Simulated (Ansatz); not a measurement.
**F2 on WC(001): molecular dynamics**

The plan is to shoot the molecule at the surface and see whether it bounces, sticks or breaks. Runs: 200 steps of 1 fs at constant energy. The slab cell is 2×2, and the molecule starts well above it. It comes in with 20 eV at 40° from the normal, on a surface at rest.

Program: Ansatz 0.2.0. Level of theory: DFT PBEsol, plane waves, PAW, scalar-relativistic, no spin polarisation. These are calculated values, not measurements.

## (1) Starting point

The cell holds 18 atoms (C8F2W8): a = 5.799 Å, b = 5.799 Å, c = 17.245 Å, α = 90.00°, β = 90.00°, γ = 120.00°.

The coordinates stand in the first input below.

## (2) The run

200 steps of 1 fs at constant energy.

input.yaml reads:

```yaml
accuracy: low
crystal:
  lattice:
    - [5.799, 0.0, 0.0]
    - [-2.8995, 5.022081, 0.0]
    - [0.0, 0.0, 17.2453]
  atoms:
    - { symbol: W, position: [0.0, 0.0, 0.0579868] }
    - { symbol: C, position: [0.3333333, 0.1666667, 0.140044] }
    - { symbol: W, position: [0.0, 0.0, 0.2221011] }
    - { symbol: C, position: [0.3333333, 0.1666667, 0.3041582] }
    - { symbol: W, position: [0.0, 0.5, 0.0579868] }
    - { symbol: C, position: [0.3333333, 0.6666667, 0.140044] }
    - { symbol: W, position: [0.0, 0.5, 0.2221011] }
    - { symbol: C, position: [0.3333333, 0.6666667, 0.3041582] }
    - { symbol: W, position: [0.5, 0.0, 0.0579868] }
    - { symbol: C, position: [0.8333333, 0.1666667, 0.140044] }
    - { symbol: W, position: [0.5, 0.0, 0.2221011] }
    - { symbol: C, position: [0.8333333, 0.1666667, 0.3041582] }
    - { symbol: W, position: [0.5, 0.5, 0.0579868] }
    - { symbol: C, position: [0.8333333, 0.6666667, 0.140044] }
    - { symbol: W, position: [0.5, 0.5, 0.2221011] }
    - { symbol: C, position: [0.8333333, 0.6666667, 0.3041582] }
    - { symbol: F, position: [0.5813905, 0.9137225, 0.5055296] }
    - { symbol: F, position: [0.7672202, 0.8220792, 0.5084289] }
basis:
  ecutwfc: 420.0
kpoints:
  mp_grid: { grid: [3, 3, 1] }
hamiltonian:
  xc: pbesol
  pseudopotentials: { kind: paw, azcp: { folder: soft_1 } }
scf:
  occupations: { method: fermi_dirac, width: 0.05 }
  lower_state_search: "off"
  max_iter: 95
md:
  timestep: 1
  n_steps: 200
  ensemble: nve
  initial_velocities: zero
  seed: 208446
  initial_site_velocities:
    - { site: 16, velocity: [0.064782, 0.0, -0.077204] }
    - { site: 17, velocity: [0.064782, 0.0, -0.077204] }
  constraints: [{ sites: [0, 4, 8, 12] }]
```

Started as:

```
$ ansatz run input.yaml --threads 2 --pin off --max-ram 5120MiB --backend cpu --events-out ev --progress --plain --runs-dir out
```

Q: Predict the outcome of this session. Wanted: lowest height of the centre of mass; shortest distance to a slab atom; temperature, first and last step; temperature, second half; potential energy, second half; largest change of the total energy; mean square displacement, second half.

The runs gave:

```
                             quantity                                                value
  lowest height of the centre of mass  0.25 Å over the top layer's first level, at 49.0 fs
     shortest distance to a slab atom                                               0.97 Å
                               length                                    200 steps of 1 fs
     temperature, first and last step                                     11052 and 9070 K
             temperature, second half                    mean 9797 K, from 8440 to 11920 K
        potential energy, second half                         +126 meV/atom from the start
   largest change of the total energy                                        7.71 meV/atom
mean square displacement, second half                           F 63.5, C 10.6, W 0.057 Å²
```

In words: The molecule's centre of mass comes down from 3.50 Å to 0.25 Å and is back at 4.00 Å, still moving away, when the run ends: it was reflected. Its shortest distance to a slab atom is 0.97 Å. The total energy strays from its start by at most 7.71 meV/atom, 0.7 % of the mean kinetic energy, so a step of 1 fs is short enough over this time. The bonding pattern changes, first at 39.0 fs: C8–F18 forms. The printed temperature only measures the kinetic energy here. 200 fs on 18 atoms is far too short and small for converged averages. Accuracy level and mesh were kept low to afford the steps.
